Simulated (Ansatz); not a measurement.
**C₂H₇B₂ClO: one species, many methods**

One table from this session's results is given with a row withheld; the runs are named, their logs left out.

The runs use Ansatz 0.2.0, Gaussian basis; functionals in def2-TZVPP, the program's frozen cores in correlated methods.

The runs, in order: LDA (SPW92), PBE-D4, revPBE-D4, BLYP-D4, r2SCAN-D4, B97M-V, PBE0-D4, B3LYP-D4, r2SCANh-D4, r2SCAN0-D4, HSE06-D4, BHLYP-D4, CAM-B3LYP-D4, LC-ωPBE, ωB97X-V, ωB97M-V, B2PLYP, PBE-QIDH; CCSD(T)/def2-SVP; CCSD(T)/def2-TZVPP; MP2/def2-QZVPP; extrapolation to the limit; RPA on PBE.

### Structure used throughout

An earlier PBE0-D4 in a triple-zeta def2 set relaxation fixed the geometry.

13 atoms, charge 0, spin multiplicity 1.

Atoms are counted from 1 here; the program's logs count them from 0.

Bond lengths: C1–C2 1.530 Å, C1–H7 1.093 Å, C1–H8 1.094 Å, C1–H9 1.092 Å, C2–B3 1.567 Å, C2–H10 1.100 Å, C2–H11 1.094 Å, B3–O4 1.357 Å, B3–B5 1.729 Å, O4–H12 0.965 Å, B5–Cl6 1.757 Å, B5–H13 1.194 Å. Angles: C2–C1–H7 111.3°, C2–C1–H8 111.6°, C2–C1–H9 111.7°, H7–C1–H8 107.3°, H7–C1–H9 107.3°, H8–C1–H9 107.4°, C1–C2–B3 113.1°, C1–C2–H10 108.4°, C1–C2–H11 110.7°, B3–C2–H10 107.0°, B3–C2–H11 110.9°, H10–C2–H11 106.3°, C2–B3–O4 118.5°, C2–B3–B5 123.2°, O4–B3–B5 118.2°, B3–O4–H12 112.4°, B3–B5–Cl6 117.3°, B3–B5–H13 128.3° and more.

The first run:

File in.yaml:

```yaml
crystal:
  periodic: [false, false, false]
  atoms:
    - {symbol: C, position_ang: [0.285536, -0.282586, -1.715799]}
    - {symbol: C, position_ang: [0.900137, -0.582348, -0.346629]}
    - {symbol: B, position_ang: [-0.043062, -0.206139, 0.846906]}
    - {symbol: O, position_ang: [-0.287320, -1.140637, 1.799670]}
    - {symbol: B, position_ang: [-0.780845, 1.348409, 1.018658]}
    - {symbol: Cl, position_ang: [-2.009729, 1.523317, 2.262592]}
    - {symbol: H, position_ang: [-0.604696, -0.891539, -1.894118]}
    - {symbol: H, position_ang: [-0.014158, 0.765939, -1.801210]}
    - {symbol: H, position_ang: [0.987903, -0.488046, -2.526794]}
    - {symbol: H, position_ang: [1.814544, 0.019583, -0.236517]}
    - {symbol: H, position_ang: [1.212250, -1.629419, -0.283512]}
    - {symbol: H, position_ang: [-0.889598, -0.820791, 2.482246]}
    - {symbol: H, position_ang: [-0.550463, 2.349457, 0.409207]}
basis:
  gaussian: {orbitals: def2-TZVPP}
hamiltonian: {xc: lda}
output: {orbitals: {seedname: orbitals}}
```

Among the steps run: LDA; PBE-D4 (GGA); revPBE-D4 (GGA); BLYP-D4 (GGA); r2SCAN-D4 (meta-GGA); B97M-V (meta-GGA); PBE0-D4 (hybrid); B3LYP-D4 (hybrid); r2SCANh-D4 (hybrid); r2SCAN0-D4 (hybrid); HSE06-D4 (hybrid); BHLYP-D4 (hybrid); CAM-B3LYP-D4 (range-separated); LC-ωPBE (range-separated); ωB97X-V (range-separated); ωB97M-V (range-separated); B2PLYP (double hybrid); PBE-QIDH (double hybrid).

One of the session's tables, all rows but one given; the rest of the session is left out.

It belongs to the step «Orbital energies across the functionals». 

```
  functional  HOMO (eV)  LUMO (eV)  gap (eV)
 LDA (SPW92)      -6.40      -3.71      2.69
      PBE-D4      -6.29      -3.44      2.86
   revPBE-D4      -6.24      -3.32      2.92
     BLYP-D4      -6.22      -3.26      2.96
   r2SCAN-D4      -6.56      -3.22      3.34
      B97M-V      -6.65      -3.24      3.41
     PBE0-D4      -7.65      -2.51      5.14
    B3LYP-D4      -7.47      -2.69      4.78
  r2SCANh-D4      -7.06      -2.88      4.18
  r2SCAN0-D4      -7.82      -2.39      5.43
    HSE06-D4      -7.25      -2.90      4.35
    BHLYP-D4          ?          ?         ?
CAM-B3LYP-D4      -9.09      -1.36      7.72
     LC-ωPBE     -10.41      -0.20     10.21
     ωB97X-V     -10.06      -0.29      9.77
     ωB97M-V      -9.89      -0.47      9.42
```

Q: Estimate the row for BHLYP-D4 from the others.

Worked estimate for «HOMO (eV)». Against the share of exact exchange, BLYP-D4 (0, -6.22), B3LYP-D4 (0.2, -7.47) give a slope of -6.25 per unit share; at 0.5 the line stands at -9.34.

**Answer.** HOMO (eV): -8.96; LUMO (eV): -1.45; gap (eV): 7.51. In «HOMO (eV)» the line misses by -0.38.
